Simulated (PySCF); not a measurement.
# C6H3ClN2Se: the cost of one run

Programs: PySCF 2.14.0, with routines of our own; each step states its level. All values are computed. Atoms count from 0.

## 1. The system as given

13 atoms, charge 0, multiplicity 1; geometry from: GFN2-xTB.

## 2. Optimising the geometry at PBE0-D3(BJ)/def2-SVP

What the job is given:

```
{"job": {"xc": "PBE0", "basis": "def2-SVP", "d3": "d3bj", "grid": 2, "kind": "geom"}, "charge": 0, "multiplicity": 1}
Cl     0.000165    -2.866444     1.072441
C     -0.198201    -1.253893     0.521496
C     -1.415973    -0.613533     0.612022
C     -1.563984     0.698548     0.161669
C     -0.510461     1.399006    -0.386072
C      0.723240     0.768051    -0.485650
Se     2.353351     1.368851    -1.153550
N      2.992908    -0.323030    -0.693111
N      2.145530    -1.055305    -0.188799
C      0.893900    -0.571205    -0.030309
H     -2.258112    -1.136125     1.035604
H     -2.529886     1.172000     0.247202
H     -0.636864     2.413565    -0.730670
```

On the command line:

```
> OMP_NUM_THREADS=1 python excited_run.py task.json out
```

This one command runs all jobs of the session in turn.

Q: Estimate the wall time and peak memory of this first job on 1 thread of AMD EPYC 9R14, shared host.

About 92 s, with a peak of 0.91 GiB.
